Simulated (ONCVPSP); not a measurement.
# Pseudopotential generation for gallium: ONCV, PBE

Task: generate the file, and judge it by its errors in other configurations, its logarithmic derivatives, its ghosts and its cutoff.

Program: ONCVPSP 4.0.1.1 (patched build). Reference atom: PBE, scalar-relativistic, spherical and spin-unpolarised. All values are calculated.

## 1. Settings

Typed settings, in words:

| Item | Value |
| --- | --- |
| element | gallium (Ga, Z = 31) |
| type | optimised norm-conserving Vanderbilt (ONCV) |
| frozen core | [Ne] |
| valence charge | 21 |
| reference configuration | 3s2 3p6 3d10 4s2 4p0.5 (charge +0.5) |
| partial waves | 3s+4s: rc 1.30 bohr, ncon 4, nbas 7, qcut 8 1/bohr, 2 projectors; 3p+4p: rc 1.30 bohr, ncon 4, nbas 9, qcut 12.2 1/bohr, 2 projectors; 3d: rc 0.65 bohr, ncon 4, nbas 8, qcut 14.2 1/bohr, 2 projectors, debl 1.5 Ha |
| local potential | polynomial inside 0.65 bohr (lpopt 2, dvloc0 0 Ha) |
| core correction | polynomial model core, fcfact 0.3 |

An earlier all-electron run gives the scale for the radii.

All-electron outer shells of the reference configuration (PBE, scalar-relativistic, ld1.x):

| shell | level (eV) | outermost node (bohr) | outermost maximum (bohr) |
| --- | --- | --- | --- |
| 2s | -1266.16 | 0.07 | 0.18 |
| 2p | -1102.67 | – | 0.15 |
| 3s | -151.96 | 0.27 | 0.56 |
| 3p | -102.70 | 0.24 | 0.56 |
| 3d | -22.99 | – | 0.53 |
| 4s | -12.43 | 0.81 | 1.87 |
| 4p | -5.62 | 0.87 | 2.41 |

## 2. Generating the potential

File Ga.dat:

```
# ATOM AND REFERENCE CONFIGURATION
# atsym  z   nc   nv     iexc    psfile
  Ga 31.00    3    5        4      upf
#
#   n    l    f
    1    0    2.00
    2    0    2.00
    2    1    6.00
    3    0    2.00
    3    1    6.00
    3    2   10.00
    4    0    2.00
    4    1    0.50
#
# PSEUDOPOTENTIAL AND OPTIMIZATION
# lmax
    2
#
#   l,   rc,      ep,       ncon, nbas, qcut
    0    1.30    0.00    4    7    8.00
    1    1.30    0.00    4    9   12.20
    2    0.65    0.00    4    8   14.20
#
# LOCAL POTENTIAL
# lloc, lpopt,  rc(5),   dvloc0
    4    2    0.65    0.00
#
# VANDERBILT-KLEINMAN-BYLANDER PROJECTORs
# l, nproj, debl
    0    2    3.00
    1    2    1.80
    2    2    1.50
#
# MODEL CORE CHARGE
# icmod, fcfact, rcfact
    1    0.30    0.00
#
# LOG DERIVATIVE ANALYSIS
# epsh1, epsh2, depsh
   -7.00    5.00    0.04
#
# OUTPUT GRID
# rlmax, drl
    6.00    0.01
#
# TEST CONFIGURATIONS
# ncnf
    4
# nvcnf
#   n    l    f
    5
    3    0    2.00
    3    1    6.00
    3    2   10.00
    4    0    2.00
    4    1    1.00
#
    5
    3    0    2.00
    3    1    6.00
    3    2   10.00
    4    0    2.00
    4    1    0.00
#
    5
    3    0    2.00
    3    1    6.00
    3    2   10.00
    4    0    1.00
    4    1    0.00
#
    5
    3    0    2.00
    3    1    6.00
    3    2    9.00
    4    0    2.00
    4    1    2.00
#
```

Launch:

```console
$ oncvpsp.x < Ga.dat > Ga.out
```

The output, Ga.out (without the consistency checks and plot data):

```text
ONCVPSP  (Optimized Norm-Conservinng Vanderbilt PSeudopotential)
scalar-relativistic version 4.0.1.1, modified

#   n    l    f        energy (Ha)
    1    0    2.00    -3.7608604E+02
    2    0    2.00    -4.6530455E+01
    2    1    6.00    -4.0522482E+01
    3    0    2.00    -5.5845447E+00
    3    1    6.00    -3.7740885E+00
    3    2   10.00    -8.4483076E-01
    4    0    2.00    -4.5671221E-01
    4    1    0.50    -2.0660640E-01

Reference configufation results
  iterations    28
  all-electron total energy (Ha)   -1.94386319D+03

Begin loop to  construct optimized pseudo wave functions
and semi-local pseudopoentials for all angular momenta

Calculating optimized projector #   1

 for l=   0

    Fraction of norm inside rc  0.984018
    Optimizing pswf for qcut=   8.00 a_B^-1,  ecut=  32.00 Ha
    Residual kinetic energy error=  1.76D-06 Ha

    Energy error per electron        Cutoff
         Ha          eV             Ha
         0.01000     0.27211       16.28
         0.00100     0.02721       20.85
         0.00010     0.00272       24.52
         0.00001     0.00027       27.73

Calculating optimized projector #   2

 for l=   0

    Fraction of norm inside rc  0.094494
    Optimizing pswf for qcut=   8.00 a_B^-1,  ecut=  32.00 Ha
    Residual kinetic energy error=  5.71D-05 Ha

    Energy error per electron        Cutoff
         Ha          eV             Ha
         0.01000     0.27211       11.86
         0.00100     0.02721       16.12
         0.00010     0.00272       28.17
         0.00001     0.00027       85.86

Calculating optimized projector #   1

 for l=   1

    Fraction of norm inside rc  0.969971
    Optimizing pswf for qcut=  12.21 a_B^-1,  ecut=  74.53 Ha
    Residual kinetic energy error=  5.27D-08 Ha

    Energy error per electron        Cutoff
         Ha          eV             Ha
         0.01000     0.27211       39.51
         0.00100     0.02721       48.90
         0.00010     0.00272       56.64
         0.00001     0.00027       63.20

Calculating optimized projector #   2

 for l=   1

    Fraction of norm inside rc  0.035312
    Optimizing pswf for qcut=  12.21 a_B^-1,  ecut=  74.53 Ha
    Residual kinetic energy error=  1.10D-08 Ha

    Energy error per electron        Cutoff
         Ha          eV             Ha
         0.01000     0.27211       26.75
         0.00100     0.02721       38.65
         0.00010     0.00272       48.90
         0.00001     0.00027       57.30

   Wellstate for l =  2  n =  4
     eigenvalue =   0.6552
     asymptotic potential =   1.1552
     half-point radius =  3.0932

Calculating optimized projector #   1

 for l=   2

    Fraction of norm inside rc  0.439169
    Optimizing pswf for qcut=  14.21 a_B^-1,  ecut= 100.99 Ha
    Residual kinetic energy error=  5.92D-02 Ha

    Energy error per electron        Cutoff
         Ha          eV             Ha
         0.01000     0.27211      308.78
         0.00100     0.02721      546.22
         0.00010     0.00272      700.13
         0.00001     0.00027      975.50

Calculating optimized projector #   2

 for l=   2

    Fraction of norm inside rc  0.045610
    Optimizing pswf for qcut=  14.21 a_B^-1,  ecut= 100.99 Ha
    Residual kinetic energy error=  7.55D-03 Ha

    Energy error per electron        Cutoff
         Ha          eV             Ha
         0.01000     0.27211       97.22
         0.00100     0.02721      195.16
         0.00010     0.00272      684.26
         0.00001     0.00027      787.90

Construct Vanderbilt / Kleinmman-Bylander projectors

B matrix Hermiticity error, ll=   0
   1   2    7.7781E-04

  Orthonormal projector coefficients  1.0510E+01  2.5840E+00

B matrix Hermiticity error, ll=   1
   1   2    3.4411E-04

  Orthonormal projector coefficients  2.8825E+00 -1.9304E+00

B matrix Hermiticity error, ll=   2
   1   2    2.0357E-04

  Orthonormal projector coefficients -2.3589E+02 -2.0390E+01

Model core correction analysis
  based on d2Exc/dn_idn_j

d2excae - all-electron derivatives

   -4.521101D-02   -4.212630D-02   -3.228140D-02   -1.981282D-03
   -9.441936D-04
   -4.214462D-02   -4.070601D-02   -3.168944D-02   -1.967135D-03
   -9.262784D-04
   -3.240583D-02   -3.182306D-02   -2.917790D-02   -1.947012D-03
   -7.772869D-04
   -2.295828D-03   -2.394465D-03   -2.556347D-03   -6.302687D-04
   -1.617201D-04
   -1.066415D-03   -1.095273D-03   -1.034227D-03   -2.128971D-04
   -6.330332D-05

d2excps - pseudofunction derivatives with no core correction

   -5.804563D-02   -4.202924D-02   -3.562730D-02   -3.241141D-03
   -1.092221D-03
   -4.204854D-02   -4.121106D-02   -3.497088D-02   -1.892442D-03
   -9.370576D-04
   -3.575262D-02   -3.510441D-02   -3.172756D-02   -2.085427D-03
   -8.994279D-04
   -3.555881D-03   -2.319717D-03   -2.694792D-03   -7.286945D-04
   -1.658892D-04
   -1.214477D-03   -1.106034D-03   -1.156385D-03   -2.170808D-04
   -6.426393D-05

rms 2nd derivative error    2.957980E-03

Polynomial model core charge

d2excps - pseudofunction derivatives with core correction

   -4.045910D-02   -3.865683D-02   -3.347672D-02   -1.839243D-03
   -9.299302D-04
   -3.867488D-02   -4.017645D-02   -3.405356D-02   -1.622257D-03
   -8.826120D-04
   -3.360086D-02   -3.418711D-02   -3.079373D-02   -1.917225D-03
   -8.528189D-04
   -2.153724D-03   -2.049528D-03   -2.526586D-03   -6.173702D-04
   -1.532028D-04
   -1.052126D-03   -1.051588D-03   -1.109775D-03   -2.043943D-04
   -6.160440D-05

rms 2nd derivative error    1.598487E-03

Pseudoatom total energy -259.589685

Diagnostic tests using Vanderbilt-Kleinman-Bylander pseudopotentials
  1 or more projectors used as specified by nproj input data

   l    rcore       rmatch      e in        delta e   norm test  slope test

   0   1.3037487   1.3433333  -5.5845447   0.0000094   1.0002992   1.0002597
   0   1.3037487   1.3433333  -0.4567122   0.0000048   1.0000355   1.0000257

   1   1.3037487   1.3433333  -3.7740885  -0.0000417   1.0002653   1.0002471
   1   1.3037487   1.3433333  -0.2066064   0.0000039   1.0000288   1.0000427

   2   0.6513706   0.6711476  -0.8448308   0.0000910   1.0002214   1.0001791
   2   0.6513706   0.6711476   0.6551692   0.0000395   1.0005117   1.0005117

 Testing for bound ghosts
   n   l    E NL Schr. Eq   E Basis Diag.   E Cutoff

   1   0       -5.584535       -5.584482    112.43
   2   0       -0.456707       -0.389992    112.43

   2   1       -3.774130       -3.774127    233.74
   3   1       -0.206602       -0.044815    233.74

   3   2       -0.844740       -0.753450    809.96

 Testing for highly-localized positive-energy ghosts
       l    <radius>/rc     E Basis Diag.   E Cutoff

       2        0.291295      374.912223    809.96  WARNING - GHOST(+)

Test configuration 0

   n   l     f        eae           eps        diff
   1   0  2.0000 -376.08603799
   2   0  2.0000  -46.53045542
   2   1  6.0000  -40.52248217
   3   0  2.0000   -5.58454472   -5.58453529    9.43D-06
   3   1  6.0000   -3.77408849   -3.77413016   -4.17D-05
   3   2 10.0000   -0.84483076   -0.84473978    9.10D-05
   4   0  2.0000   -0.45671221   -0.45670738    4.83D-06
   4   1  0.5000   -0.20660640   -0.20660246    3.94D-06

    Total energies and differences
      AE_ref= -1.94386319D+03  AE_tst= -1.94386319D+03  dif=  0.00D+00
      PS_ref= -2.59589685D+02  PS_tst= -2.59589685D+02  dif=  7.96D-13
      PSP excitation error= -7.96D-13

Test configuration 1

   n   l     f        eae           eps        diff
   1   0  2.0000 -375.94425129
   2   0  2.0000  -46.38958798
   2   1  6.0000  -40.38149478
   3   0  2.0000   -5.44352838   -5.44365158   -1.23D-04
   3   1  6.0000   -3.63301169   -3.63307972   -6.80D-05
   3   2 10.0000   -0.70391502   -0.70382529    8.97D-05
   4   0  2.0000   -0.32885947   -0.32885956   -8.96D-08
   4   1  1.0000   -0.09478380   -0.09478057    3.23D-06

    Total energies and differences
      AE_ref= -1.94386319D+03  AE_tst= -1.94393780D+03  dif= -7.46D-02
      PS_ref= -2.59589685D+02  PS_tst= -2.59664305D+02  dif= -7.46D-02
      PSP excitation error=  7.44D-06

Test configuration 2

   n   l     f        eae           eps        diff
   1   0  2.0000 -376.25088414
   2   0  2.0000  -46.69347132
   2   1  6.0000  -40.68571976
   3   0  2.0000   -5.74784119   -5.74763470    2.06D-04
   3   1  6.0000   -3.93746457   -3.93746016    4.41D-06
   3   2 10.0000   -1.00775638   -1.00766869    8.77D-05
   4   0  2.0000   -0.60019325   -0.60017998    1.33D-05

    Total energies and differences
      AE_ref= -1.94386319D+03  AE_tst= -1.94372876D+03  dif=  1.34D-01
      PS_ref= -2.59589685D+02  PS_tst= -2.59455245D+02  dif=  1.34D-01
      PSP excitation error= -1.50D-05

Test configuration 3

   n   l     f        eae           eps        diff
   1   0  2.0000 -376.70002363
   2   0  2.0000  -47.13262576
   2   1  6.0000  -41.12570041
   3   0  2.0000   -6.19075951   -6.19066118    9.83D-05
   3   1  6.0000   -4.38038008   -4.38029206    8.80D-05
   3   2 10.0000   -1.44638641   -1.44647558   -8.92D-05
   4   0  1.0000   -0.95804225   -0.95802443    1.78D-05

    Total energies and differences
      AE_ref= -1.94386319D+03  AE_tst= -1.94295231D+03  dif=  9.11D-01
      PS_ref= -2.59589685D+02  PS_tst= -2.58678726D+02  dif=  9.11D-01
      PSP excitation error= -8.09D-05

Test configuration 4

   n   l     f        eae           eps        diff
   1   0  2.0000 -376.32655568
   2   0  2.0000  -46.80748735
   2   1  6.0000  -40.79610936
   3   0  2.0000   -5.80519356   -5.81069896   -5.51D-03
   3   1  6.0000   -3.98676464   -3.98676464   -3.61D-09
   3   2  9.0000   -1.03129774   -1.03033788    9.60D-04
   4   0  2.0000   -0.41713965   -0.41729776   -1.58D-04
   4   1  2.0000   -0.14286119   -0.14284262    1.86D-05

    Total energies and differences
      AE_ref= -1.94386319D+03  AE_tst= -1.94319124D+03  dif=  6.72D-01
      PS_ref= -2.59589685D+02  PS_tst= -2.58918072D+02  dif=  6.72D-01
      PSP excitation error=  3.33D-04
```

It took 6.7 s on 1 thread of Neoverse-N1, shared host.

All-electron and pseudo partial waves u(r) = r·R(r), from the program's wave files:

```tsv
r (bohr)	3s AE	3s PS
0.065	-0.0318	0.2489
0.130	-0.7056	0.4866
0.195	-0.5859	0.7025
0.260	-0.0580	0.8880
0.325	0.5117	1.0363
0.390	0.9558	1.1435
0.455	1.2338	1.2087
0.520	1.3636	1.2330
0.585	1.3814	1.2202
0.650	1.3250	1.1757
0.715	1.2248	1.1062
0.780	1.1026	1.0186
0.845	0.9736	0.9199
0.910	0.8471	0.8163
0.975	0.7287	0.7131
1.040	0.6212	0.6145
1.105	0.5258	0.5235
1.170	0.4424	0.4418
1.235	0.3704	0.3702
1.300	0.3089	0.3088
1.365	0.2567	0.2566
1.430	0.2127	0.2126
1.495	0.1758	0.1758
1.560	0.1451	0.1450
1.625	0.1194	0.1194
1.690	0.0981	0.0981
```

Densities times 4π (e/bohr³); a dash where the program caps the true core:

```tsv
r (bohr)	pseudo valence	true core	model core
0.065	35.01	–	844.9
0.195	72.33	–	525.8
0.325	127.6	98.08	97.3
0.455	121	8.007	8.007
0.585	73.34	0.6067	0.6067
0.715	42.07	0.04522	0.04522
0.845	22.47	0.003391	0.003391
0.975	11.81	0.0002581	0.0002581
1.105	6.395	2.006e-05	2.006e-05
1.235	3.662	1.614e-06	1.614e-06
1.365	2.246	1e-07	1e-07
1.495	1.473	0	0
1.625	1.026	0	0
```

## 3. Transferability, from the output's test configurations

The tests as a table, with energies relative to 3s2 3p6 3d10 4s2 4p0.5.

```csv
valence configuration,charge,ΔE all-electron (eV),error AE − PS (meV)
3s2 3p6 3d10 4s2 4p1,0,-2.030,+0.2
3s2 3p6 3d10 4s2 4p0,+1,3.658,-0.4
3s2 3p6 3d10 4s1 4p0,+2,24.786,-2.2
3s2 3p6 3d9 4s2 4p2,0,18.285,+9.1
```

## 4. Logarithmic derivatives

Taken from the files of the generation run. The phase is arctan(r·R′/R) of the radial function R, unwrapped, with energies in Ha. A pole is an energy at which the radial function vanishes at the test radius. The pseudo phase is shifted by a multiple of π to meet the all-electron one at the reference energy. Levels narrower than the energy grid can be missing from the poles. The last column is the largest difference on the grid between −0.5 and +0.5 Ha.

| channel | radius (bohr) | reference (Ha) | poles AE | poles PS | window around the reference with phases within 0.05 rad (Ha) | largest difference near zero (rad) |
| --- | --- | --- | --- | --- | --- | --- |
| s | 1.32 | -0.46 | -5.33 | -5.33 | the whole range | 0.000 |
| p | 1.32 | -0.21 | -3.42 | -3.42 | the whole range | 0.000 |
| d | 0.66 | -0.84 | none | none | the whole range | 0.000 |

Phases (rad) along the scan:

```tsv
E (Ha)	s AE	s PS	d AE	d PS
-6.96	1.148	1.148	0.627	0.627
-6.32	0.882	0.881	0.518	0.518
-5.68	-1.206	-1.206	0.386	0.386
-5.04	-1.678	-1.678	0.228	0.228
-4.40	-1.792	-1.792	0.044	0.044
-3.76	-1.865	-1.865	-0.157	-0.157
-3.12	-1.934	-1.934	-0.362	-0.362
-2.48	-2.016	-2.016	-0.556	-0.556
-1.84	-2.128	-2.128	-0.727	-0.727
-1.20	-2.299	-2.300	-0.871	-0.871
-0.56	-2.587	-2.587	-0.991	-0.991
0.08	-3.057	-3.057	-1.089	-1.089
0.72	-3.607	-3.608	-1.171	-1.171
1.36	-4.002	-4.003	-1.239	-1.239
2.00	-4.234	-4.235	-1.296	-1.296
2.64	-4.373	-4.375	-1.346	-1.346
3.28	-4.465	-4.468	-1.389	-1.389
3.92	-4.530	-4.533	-1.427	-1.427
4.56	-4.579	-4.582	-1.461	-1.461
```

## 5. Plane-wave cutoff and ghosts

From the same output: the cutoffs (Ha) at which the residual kinetic energy of the hardest occupied pseudo-wave falls to 1 and 0.1 mHa per electron are 546 Ha and 700 Ha.

The program's own ghost test: no bound ghost flagged; GHOST(+) flagged for d at 10201.9 eV.

Cutoff (Ha) at which the first wave of each channel reaches a given error (Ha per electron):

```tsv
error	s	p	d
1.0e-02	16.3	39.5	308.8
3.2e-03	18.5	44.5	497.8
1.0e-03	20.8	48.9	546.2
3.2e-04	22.8	53.1	580.9
1.0e-04	24.5	56.6	700.1
3.2e-05	26.1	60.3	783.4
1.0e-05	27.7	63.2	975.5
```

## 6. Outcome

```
                                                quantity                              value
  cutoffs for 1 and 0.1 mHa per electron, occupied waves                  546 Ha and 700 Ha
                                            bound ghosts                         none found
                                          GHOST(+) flags                      d at 10202 eV
                            largest test error (AE − PS)  +9.1 meV, for 3s2 3p6 3d9 4s2 4p2
largest phase difference near zero energy, channels read                          0.000 rad
 rms error of d²Exc/dn², without and with the model core                  2.96 and 1.60 mHa
```

In words: The worst unpolarised test, 3s2 3p6 3d9 4s2 4p2, is off by 9.1 meV on 18.3 eV; by total energies transferability rates as good. The potential is very hard: the looser tolerance needs 546 Ha. At the looser tolerance the 3d wave is the slowest; 3p needs 49 Ha. No bound ghost shows below the valence levels. Near zero energy the phases of the channels with partial waves agree within 0.001 rad. The program also flags highly localised states, GHOST(+) (d). These are tests on the free atom; a crystal test is still owed.
